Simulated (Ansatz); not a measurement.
# InN2H5: small, medium and large basis sets

The task here is to estimate one member of a computed series from the others.

Computed with Ansatz 0.2.0, Gaussian basis. Level: one geometry, several basis sets.

Levels to be run: PBE0-D4/def2-SVP; ωB97M-V/def2-SVP; PBE0-D4/def2-QZVPP; ωB97M-V/def2-QZVPP; the functionals' def2-TZVPP values are taken from earlier runs.

### The relaxed structure

All runs share one geometry, relaxed beforehand with PBE0-D4 in a triple-zeta def2 set. In takes the def2 core potential; no spin-orbit term is included.

SMILES `[NH2][InH][NH2]`, 8 atoms, charge 0, spin multiplicity 1.

Atoms are counted from 1 here; the program's logs count them from 0.

Bond lengths: N1–In2 2.018 Å, N1–H4 1.008 Å, N1–H5 1.008 Å, In2–N3 2.018 Å, In2–H6 1.703 Å, N3–H7 1.008 Å, N3–H8 1.008 Å. Angles: In2–N1–H4 119.3°, In2–N1–H5 119.7°, H4–N1–H5 109.6°, N1–In2–N3 112.7°, N1–In2–H6 123.6°, N3–In2–H6 123.6°, In2–N3–H7 119.7°, In2–N3–H8 119.3°, H7–N3–H8 109.6°.

Set-up of the first run:

Contents of in.yaml:

```yaml
crystal:
  periodic: [false, false, false]
  atoms:
    - {symbol: N, position_ang: [-0.969680, 0.858040, -1.126996]}
    - {symbol: In, position_ang: [0.247987, 0.564810, 0.455498]}
    - {symbol: N, position_ang: [0.742654, -1.375187, 0.709639]}
    - {symbol: H, position_ang: [-1.482062, 0.076761, -1.506612]}
    - {symbol: H, position_ang: [-1.538242, 1.689191, -1.171812]}
    - {symbol: H, position_ang: [0.798963, 1.819228, 1.467525]}
    - {symbol: H, position_ang: [1.570927, -1.614728, 1.231792]}
    - {symbol: H, position_ang: [0.629463, -2.018116, -0.059034]}
basis:
  gaussian: {orbitals: def2-SVP}
hamiltonian: {xc: pbe0, dispersion: d4}
output: {orbitals: {seedname: orbitals}}
```

Steps of the session up to this table: PBE0-D4 in def2-SVP; ωB97M-V in def2-SVP; PBE0-D4 in def2-QZVPP; ωB97M-V in def2-QZVPP.

One of the session's tables, all rows but one given; the rest of the session is left out.

It belongs to the step «Functionals by basis». 

```
functional       basis  HOMO (eV)
   PBE0-D4    def2-SVP          ?
   PBE0-D4  def2-TZVPP      -6.70
   PBE0-D4  def2-QZVPP      -6.77
   ωB97M-V    def2-SVP      -8.73
   ωB97M-V  def2-TZVPP      -9.06
   ωB97M-V  def2-QZVPP      -9.13
```

**Question.** Estimate the row for PBE0-D4, def2-SVP.

**Answer.** HOMO (eV): -6.40. In the column «HOMO (eV)» it is the highest.
